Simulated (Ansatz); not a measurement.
# C2H5Ge radical: how energies converge with the basis set

One table from this session's results is given with a row withheld; the runs are named, their logs left out.

Program: Ansatz 0.2.0, Gaussian basis. Level of theory: one geometry, several basis sets. These are calculated values, not measurements.

The runs, in order: PBE0-D4/def2-SVP; ωB97M-V/def2-SVP; PBE0-D4/def2-QZVPP; ωB97M-V/def2-QZVPP; the functionals' def2-TZVPP values are taken from earlier runs.

## Structure used throughout

An earlier PBE0-D4 in a triple-zeta def2 set relaxation fixed the geometry.

SMILES `C=[CH][GeH2]`, 8 atoms, charge 0, spin multiplicity 2.

Atoms are counted from 1 here; the program's logs count them from 0.

Bond lengths: C1–C2 1.334 Å, C1–H4 1.086 Å, C1–H5 1.086 Å, C2–Ge3 1.920 Å, C2–H6 1.088 Å, Ge3–H7 1.542 Å, Ge3–H8 1.541 Å. Angles: C2–C1–H4 121.8°, C2–C1–H5 122.0°, H4–C1–H5 116.2°, C1–C2–Ge3 123.7°, C1–C2–H6 118.9°, Ge3–C2–H6 117.3°, C2–Ge3–H7 111.3°, C2–Ge3–H8 112.7°, H7–Ge3–H8 112.0°.

Set-up of the first run:

in.yaml

```yaml
crystal:
  periodic: [false, false, false]
  atoms:
    - {symbol: C, position_ang: [-0.562366, 1.104140, -0.571678]}
    - {symbol: C, position_ang: [-0.575458, 0.045870, 0.240681]}
    - {symbol: Ge, position_ang: [0.997796, -0.936213, 0.736775]}
    - {symbol: H, position_ang: [-1.466856, 1.660754, -0.800157]}
    - {symbol: H, position_ang: [0.348949, 1.453166, -1.048769]}
    - {symbol: H, position_ang: [-1.514543, -0.250786, 0.702391]}
    - {symbol: H, position_ang: [2.146158, -0.697594, -0.264046]}
    - {symbol: H, position_ang: [0.718420, -2.436535, 0.948904]}
basis:
  gaussian: {orbitals: def2-SVP}
magnetization: {spin_polarized: true, initial_magnetization: 1}
hamiltonian: {xc: pbe0, dispersion: d4}
output: {orbitals: {seedname: orbitals}}
```

On the command line:

```sh
$ ansatz run in.yaml --threads 4 --pin off --events-out ev --progress --plain --max-ram 10444MiB
```

Among the steps run: PBE0-D4 in def2-SVP; ωB97M-V in def2-SVP; PBE0-D4 in def2-QZVPP; ωB97M-V in def2-QZVPP.

One table of the session follows, with a row left open; its other results are not shown here.

It belongs to the step «Functionals by basis». 

```
functional       basis  HOMO (eV)  LUMO (eV)
   PBE0-D4    def2-SVP      -5.69      -2.48
   PBE0-D4  def2-TZVPP      -5.73      -2.53
   PBE0-D4  def2-QZVPP      -5.75      -2.57
   ωB97M-V    def2-SVP      -7.59      -0.65
   ωB97M-V  def2-TZVPP      -7.64      -0.74
   ωB97M-V  def2-QZVPP          ?          ?
```

Estimate the missing values for ωB97M-V, def2-QZVPP.

**Answer.** HOMO (eV): -7.66; LUMO (eV): -0.85. In the column «HOMO (eV)» it is the lowest.
